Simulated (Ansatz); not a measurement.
# CHBrClFO: small, medium and large basis sets

How large a basis does CHBrClFO need? Two functionals are run in growing sets.

The runs use Ansatz 0.2.0, Gaussian basis; one geometry, several basis sets.

The runs, in order: PBE0-D4/def2-SVP; ωB97M-V/def2-SVP; PBE0-D4/def2-QZVPP; ωB97M-V/def2-QZVPP; the functionals' def2-TZVPP values are taken from earlier runs.

## 1. The geometry

All runs share one geometry, relaxed beforehand with PBE0-D4 in a triple-zeta def2 set.

SMILES `OC(F)(Cl)Br`, 6 atoms, charge 0, spin multiplicity 1.

Atoms are counted from 1 here; the program's logs count them from 0.

Bond lengths: O1–C2 1.343 Å, O1–H6 0.967 Å, C2–F3 1.346 Å, C2–Cl4 1.785 Å, C2–Br5 1.932 Å. Angles: C2–O1–H6 108.8°, O1–C2–F3 111.3°, O1–C2–Cl4 112.1°, O1–C2–Br5 107.8°, F3–C2–Cl4 106.5°, F3–C2–Br5 108.4°, Cl4–C2–Br5 110.7°.

## 2. PBE0-D4 in def2-SVP

Contents of in.yaml:

```yaml
crystal:
  periodic: [false, false, false]
  atoms:
    - {symbol: O, position_ang: [-0.697155, -0.644229, -0.643789]}
    - {symbol: C, position_ang: [0.231457, 0.055010, 0.028473]}
    - {symbol: F, position_ang: [0.836158, -0.705183, 0.960808]}
    - {symbol: Cl, position_ang: [-0.471468, 1.451123, 0.890932]}
    - {symbol: Br, position_ang: [1.565215, 0.638049, -1.241805]}
    - {symbol: H, position_ang: [-1.422208, -0.858669, -0.040819]}
basis:
  gaussian: {orbitals: def2-SVP}
hamiltonian: {xc: pbe0, dispersion: d4}
output: {orbitals: {seedname: orbitals}}
```

Command:

```bash
$ ansatz run in.yaml --threads 4 --pin off --events-out ev --progress --plain --max-ram 10444MiB
```

The runs that follow: ωB97M-V in def2-SVP; PBE0-D4 in def2-QZVPP; ωB97M-V in def2-QZVPP.

**Question.** What will the summary of the whole plan be? Wanted: PBE0-D4: double and triple zeta above quadruple; ωB97M-V: double and triple zeta above quadruple.

The runs gave:

```
                                       quantity           value
PBE0-D4: double and triple zeta above quadruple  21.98, 2.10 eV
ωB97M-V: double and triple zeta above quadruple  21.94, 2.02 eV
```

What this shows: For PBE0-D4 the step from double to triple zeta gains 19.88 eV and the next only 2.10 eV. Total energies overstate the basis error of differences, where much of it tends to cancel. The LUMO of ωB97M-V is positive and keeps falling with the basis (1.65 to 0.96 eV): an unbound level that the basis holds in place.
